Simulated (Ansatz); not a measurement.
# RuS (rocksalt): equation of state and elastic constants

One table from this session's results is given with a row withheld; the runs are named, their logs left out.

Method: DFT PBEsol, scalar-relativistic, plane waves, PAW, in Ansatz 0.2.0.

### Starting point

It takes space group Fm-3m (No. 225, cubic). The conventional cell has a = 4.837 Å, b = 4.837 Å, c = 4.837 Å, α = 90.00°, β = 90.00°, γ = 90.00°. Around Ru (site symmetry m-3m) lie 6 S at 2.42 Å. Around S (site symmetry m-3m) lie 6 Ru at 2.42 Å.

Structure file:

```cif
data_structure
_symmetry_space_group_name_H-M 'P 1'
_symmetry_Int_Tables_number 1
_cell_length_a 3.4200
_cell_length_b 3.4200
_cell_length_c 3.4200
_cell_angle_alpha 60.000
_cell_angle_beta 60.000
_cell_angle_gamma 60.000
_cell_volume 28.29
loop_
_atom_site_label
_atom_site_type_symbol
_atom_site_fract_x
_atom_site_fract_y
_atom_site_fract_z
_atom_site_occupancy
Ru1 Ru 0.50000 0.50000 0.50000 1
S1 S 0.00000 0.00000 0.00000 1
```

An earlier run at PBEsol left this cell at 14.143 Å³/atom and 0.00 GPa (10×10×10 mesh).

Volume factors to run: 0.980, 1.020, 0.960, 1.040.

The first run:

Contents of input.yaml:

```yaml
crystal:
  lattice:
    - [0.0, 2.4020783177, 2.4020783177]
    - [2.4020783177, 0.0, 2.4020783177]
    - [2.4020783177, 2.4020783177, 0.0]
  atoms:
    - { symbol: Ru, position: [0.5, 0.5, 0.5] }
    - { symbol: S, position: [0.0, 0.0, 0.0] }
basis:
  ecutwfc: 420
  ecutrho_ratio: 4
kpoints:
  mp_grid: { grid: [10, 10, 10] }
hamiltonian:
  xc: pbesol
scf:
  occupations: { method: gaussian, width: 0.05 }
output:
  forces: true
  stress: true
  eigenvalues: true
```

Steps of the session up to this table: Volume × 0.980; Scaling the volume by 1.020; At 0.960 of the relaxed volume; At 1.040 of the relaxed volume.

One of the session's tables, all rows but one given; the rest of the session is left out.

| volume (Å³/atom) | energy (meV/atom) | pressure (GPa) |
| --- | --- | --- |
| 13.577 | 14.87 | 8.85 |
| 13.860 | ? | ? |
| 14.143 | 0.00 | 0.00 |
| 14.426 | 3.41 | -3.71 |
| 14.709 | 12.99 | -7.00 |

Estimate the missing values for volume (Å³/atom) = 13.860.

Worked estimate for «energy (meV/atom)». A straight line through the neighbours (13.577, 14.87) and (14.143, 0.00) gives 14.87 + (0.00 − 14.87) × (13.860 − 13.577) / (14.143 − 13.577) = 7.44; a parabola fitted to 3 rows on both sides gives 3.82.

As computed: energy (meV/atom): 3.53; pressure (GPa): 4.16. In «energy (meV/atom)» the line misses by +3.91 and the parabola by +0.29.

volume (Å³/atom), energy (meV/atom) and a bar:
```
    13.58       14.9 ##############################
    13.86        3.5 #######
    14.14        0.0 
    14.43        3.4 #######
    14.71       13.0 ##########################
```
